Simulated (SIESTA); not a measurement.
Wanted: the native input for a SIESTA 5.4.2 run.

```yaml
Task: single point
Functional: PBE
Potentials_or_basis: PseudoDojo 0.4 standard (PBE files)
Basis: DZP (energy shift 0.003 Ry; two zetas on semicore shells)
Grid_cutoff: 800 Ry
Energy_shift: 0.003 Ry
k_mesh: 7 × 7 × 7
Occupations: fermi-dirac, width 0.05 eV
Spin: no spin polarisation
```

Crystal: W3N4.

```
CELL_PARAMETERS angstrom
4.12200 0.00000 0.00000
0.00000 4.12200 0.00000
0.00000 0.00000 4.12200
ATOMIC_POSITIONS crystal
W 0.50537 0.01290 0.50513
W 0.00126 0.48702 0.48869
W 0.49546 0.49159 0.99393
N 0.00102 0.00809 0.50621
N 0.99340 0.49801 0.99808
N 0.50816 0.98322 0.00139
N 0.48746 0.50295 0.50691
```

The cell isn't the ideal one: atoms moved at random, drawn with an rms of 0.05 Å.

One way to write it, as run:

W3N4.fdf

```
SystemName                      W3N4
SystemLabel                     W3N4
NumberOfSpecies                 2
NumberOfAtoms                   7
%block ChemicalSpeciesLabel
  1  74 W
  2   7 N
%endblock ChemicalSpeciesLabel

LatticeConstant                 1.0 Ang
%block LatticeVectors
     4.1220000000     0.0000000000     0.0000000000
     0.0000000000     4.1220000000     0.0000000000
     0.0000000000     0.0000000000     4.1220000000
%endblock LatticeVectors
AtomicCoordinatesFormat         Fractional
%block AtomicCoordinatesAndAtomicSpecies
     0.5053710000     0.0128990000     0.5051330000  1  W
     0.0012550000     0.4870240000     0.4886950000  1  W
     0.4954600000     0.4915900000    -0.0060660000  1  W
     0.0010200000     0.0080870000     0.5062090000  2  N
    -0.0065950000     0.4980100000    -0.0019240000  2  N
     0.5081640000    -0.0167790000     0.0013870000  2  N
     0.4874620000     0.5029460000     0.5069110000  2  N
%endblock AtomicCoordinatesAndAtomicSpecies

%block kgrid.MonkhorstPack
    7   0   0  0.0
    0   7   0  0.0
    0   0   7  0.0
%endblock kgrid.MonkhorstPack
XC.Functional                   GGA
XC.Authors                      PBE
PAO.BasisSize                   DZP
PAO.EnergyShift                 0.003 Ry
Mesh.Cutoff                     800 Ry
OccupationFunction              FD
ElectronicTemperature           0.05 eV
MaxSCFIterations                120
SCF.MustConverge                false
SCF.Mixer.Method                Pulay
SCF.Mixer.Weight                0.25
SCF.Mixer.History               8
SCF.DM.Tolerance                5.0e-05
SCF.H.Tolerance                 1.0e-03 eV
WriteForces                     true
Charge.Mulliken                 end
%block PAO.Basis
  W 5
  n=5 0 2
    3.045 0.000
  n=6 0 2
    7.641 0.000
  n=5 1 2
    3.655 0.000
  n=6 1 1
    7.641
  n=5 2 2
    6.655 0.000
%endblock PAO.Basis
```

Potentials or basis: PseudoDojo 0.4 standard (PBE files), DZP (energy shift 0.003 Ry; two zetas on semicore shells).

The run is started by

```bash
$ siesta W3N4.fdf > W3N4.out 2>&1
```

Results of the run:

```yaml
Pressure: 43.6 GPa
Largest_force: 1.822 eV/Å
Band_gap_on_the_k_mesh: none (metal or under the smearing width)
```

Caveat: short orbitals over semicore shells can move pressures by several GPa; the basis of atomic orbitals isn't converged, which shifts pressures, moduli and gaps.

It took 4.8 min on 1 thread of Intel(R) Xeon(R) Platinum 8259CL CPU @ 2.50GHz (Skylake/Cascade Lake) (shared host), peak memory 0.56 GiB.
